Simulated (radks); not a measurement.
**The first electron to leave Ga⁴⁺**

Aim: remove one electron from each of the outer sub-shells of Ga⁴⁺ ([Ar] 3d9) in turn, let the ion relax, and find the cheapest removal. The parent's configuration is the lowest that an earlier search found at this level.

The numbers are computed with radks (a radial shooting solver on a logarithmic mesh, Libxc functionals) version 1 (scalar-relativistic Kohn-Sham, LDA (Slater exchange, Perdew-Wang correlation), spin-polarised, spherical densities, finite nucleus; open shells are filled with parallel spins first), except any that are marked as measured or tabulated.

1 further run of the same task is left out (set aside as unsound or not needed).

### Step 1. The system

```
element            : gallium (Z = 31)
charge             : +4
electrons          : 27
configuration      : [Ar] 3d9
nuclear rms radius : 3.9973 fm
```

The outer shells:

Ga⁴⁺
```
[Ar] core
3d [↑↓][↑↓][↑↓][↑↓][↑ ]
```

### Step 2. The parent, Ga⁴⁺

The parent was computed earlier with the same settings: E = -1936.595018 hartree. Its outer levels (eV):

```
  level  occupation  energy (eV)
  2p up           3      -1158.2
2p down           3      -1157.6
  3s up           1      -206.08
3s down           1      -204.78
  3p up           3      -157.04
3p down           3      -155.77
  3d up           5      -76.648
3d down           4      -75.412
```

### Step 3. Remove 3d: [Ar] 3d8

Input:

```text
Z 31
configuration [Ar] 3d8
relativity scalar-relativistic
functional lda,pw
spin polarised
nucleus finite rms 3.9973 fm
c 137.035999084
```

### Step 4. Remove 3p: [Ne] 3s2 3p5 3d9

Input: that of step 3 with these lines changed.

```diff
@@ -1,3 +1,3 @@
 Z 31
-configuration [Ar] 3d8
+configuration [Ne] 3s2 3p5 3d9
 relativity scalar-relativistic
```

### Step 5. Remove 3s: [Ne] 3s1 3p6 3d9

Input:

```text
Z 31
configuration [Ne] 3s1 3p6 3d9
relativity scalar-relativistic
functional lda,pw
spin polarised
nucleus finite rms 3.9973 fm
c 137.035999084
```

### Step 6. Remove 2p: [He] 2s2 2p5 3s2 3p6 3d9

Input:

```text
Z 31
configuration [He] 2s2 2p5 3s2 3p6 3d9
relativity scalar-relativistic
functional lda,pw
spin polarised
nucleus finite rms 3.9973 fm
c 137.035999084
```

### Step 7. Ion rearranged (move 3d to 4s after a removal): [Ar] 3d7 4s1

Input:

```text
Z 31
configuration [Ar] 3d7 4s1
relativity scalar-relativistic
functional lda,pw
spin polarised
nucleus finite rms 3.9973 fm
c 137.035999084
```

### Step 8. Ion rearranged (move 3d to 4p after a removal): [Ar] 3d7 4p1

Input: that of step 7 with these lines changed.

```diff
@@ -1,3 +1,3 @@
 Z 31
-configuration [Ar] 3d7 4s1
+configuration [Ar] 3d7 4p1
 relativity scalar-relativistic
```

Before running it: what results should come out? Wanted: for each run, case; final configuration; Δ-SCF; −ε of the level emptied.

The runs gave:

```
                                          case       final configuration  Δ-SCF (eV)  −ε of the level emptied (eV)
                                     remove 3d                  [Ar] 3d8      87.647                        75.412
ion rearranged (move 3d to 4s after a removal)              [Ar] 3d7 4s1      123.18                             -
ion rearranged (move 3d to 4p after a removal)              [Ar] 3d7 4p1      135.87                             -
                                     remove 3p          [Ne] 3s2 3p5 3d9      168.67                        155.77
                                     remove 3s          [Ne] 3s1 3p6 3d9      217.92                        204.78
                                     remove 2p  [He] 2s2 2p5 3s2 3p6 3d9      1193.7                        1157.6
```

In words: The 3d electron leaves first, at 87.647 eV; the next cheapest, 3p, costs 168.67 eV. 3d is also the highest occupied level of the parent. NIST lists 86.0 eV (semi-empirical), between the same two configurations. Open shells are spherical and high-spin; term and fine-structure splittings are not resolved.
